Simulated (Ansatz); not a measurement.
# CH7NSi2: one species, many methods

One table from this session's results is given with a row withheld; the runs are named, their logs left out.

The runs use Ansatz 0.2.0, Gaussian basis; functionals in def2-TZVPP, the program's frozen cores in correlated methods.

Plan: LDA (SPW92), PBE-D4, revPBE-D4, BLYP-D4, r2SCAN-D4, B97M-V, PBE0-D4, B3LYP-D4, r2SCANh-D4, r2SCAN0-D4, HSE06-D4, BHLYP-D4, CAM-B3LYP-D4, LC-ωPBE, ωB97X-V, ωB97M-V, B2PLYP, PBE-QIDH; CCSD(T)/def2-SVP; CCSD(T)/def2-TZVPP; MP2/def2-QZVPP; extrapolation to the limit; RPA on PBE.

### Structure used throughout

The geometry comes from an earlier relaxation with PBE0-D4 in a triple-zeta def2 set; it is a stationary point, not always the lowest conformer.

11 atoms, charge 0, spin multiplicity 1.

Atoms are counted from 1 here; the program's logs count them from 0.

Bond lengths: C1–Si2 1.885 Å, C1–Si4 1.885 Å, C1–H5 1.090 Å, C1–H6 1.090 Å, Si2–N3 1.733 Å, Si2–H7 1.491 Å, Si2–H8 1.491 Å, N3–Si4 1.733 Å, N3–H9 1.004 Å, Si4–H10 1.491 Å, Si4–H11 1.491 Å. Angles: Si2–C1–Si4 86.0°, Si2–C1–H5 115.1°, Si2–C1–H6 115.1°, Si4–C1–H5 115.1°, Si4–C1–H6 115.1°, H5–C1–H6 109.2°, C1–Si2–N3 89.1°, C1–Si2–H7 115.4°, C1–Si2–H8 115.4°, N3–Si2–H7 114.7°, N3–Si2–H8 114.7°, H7–Si2–H8 107.1°, Si2–N3–Si4 95.8°, Si2–N3–H9 132.1°, Si4–N3–H9 132.1°, C1–Si4–N3 89.1°, C1–Si4–H10 115.4°, C1–Si4–H11 115.4° and more.

The first run:

Input file in.yaml:

```yaml
crystal:
  periodic: [false, false, false]
  atoms:
    - {symbol: C, position_ang: [-1.086057, -0.097894, -0.506884]}
    - {symbol: Si, position_ang: [-0.346369, -0.297650, 1.215571]}
    - {symbol: N, position_ang: [1.209324, 0.097159, 0.562566]}
    - {symbol: Si, position_ang: [0.665858, 0.313564, -1.068473]}
    - {symbol: H, position_ang: [-1.806161, 0.714078, -0.608721]}
    - {symbol: H, position_ang: [-1.507417, -1.006657, -0.936815]}
    - {symbol: H, position_ang: [-0.447354, -1.665212, 1.800074]}
    - {symbol: H, position_ang: [-0.850944, 0.657133, 2.243132]}
    - {symbol: H, position_ang: [2.116815, 0.173730, 0.985214]}
    - {symbol: H, position_ang: [1.260540, -0.633945, -2.053690]}
    - {symbol: H, position_ang: [0.857266, 1.688594, -1.611372]}
basis:
  gaussian: {orbitals: def2-TZVPP}
hamiltonian: {xc: lda}
output: {orbitals: {seedname: orbitals}}
```

The run is started by

```
$ ansatz run in.yaml --threads 2 --pin off --events-out ev --progress --plain --max-ram 4352MiB
```

Steps of the session up to this table: LDA; PBE-D4 (GGA); revPBE-D4 (GGA); BLYP-D4 (GGA); r2SCAN-D4 (meta-GGA); B97M-V (meta-GGA); PBE0-D4 (hybrid); B3LYP-D4 (hybrid); r2SCANh-D4 (hybrid); r2SCAN0-D4 (hybrid); HSE06-D4 (hybrid); BHLYP-D4 (hybrid); CAM-B3LYP-D4 (range-separated); LC-ωPBE (range-separated); ωB97X-V (range-separated); ωB97M-V (range-separated); B2PLYP (double hybrid); PBE-QIDH (double hybrid).

One table of the session follows, with a row left open; its other results are not shown here.

It belongs to the step «Orbital energies across the functionals». 

| functional | HOMO (eV) | gap (eV) |
| --- | --- | --- |
| LDA (SPW92) | -6.14 | 4.87 |
| PBE-D4 | -6.06 | 5.01 |
| revPBE-D4 | -6.02 | 5.07 |
| BLYP-D4 | -5.94 | 5.03 |
| r2SCAN-D4 | -6.34 | 5.69 |
| B97M-V | ? | ? |
| PBE0-D4 | -7.37 | 7.15 |
| B3LYP-D4 | -7.15 | 6.73 |
| r2SCANh-D4 | -6.83 | 6.45 |
| r2SCAN0-D4 | -7.57 | 7.58 |
| HSE06-D4 | -6.97 | 6.38 |
| BHLYP-D4 | -8.60 | 9.20 |
| CAM-B3LYP-D4 | -8.74 | 9.46 |
| LC-ωPBE | -10.10 | 11.97 |
| ωB97X-V | -9.76 | 11.47 |
| ωB97M-V | -9.65 | 11.00 |

Q: Estimate the row for B97M-V from the others.

As computed: HOMO (eV): -6.48; gap (eV): 5.60. In the column «HOMO (eV)» it lies between r2SCANh-D4 (-6.83) and r2SCAN-D4 (-6.34).
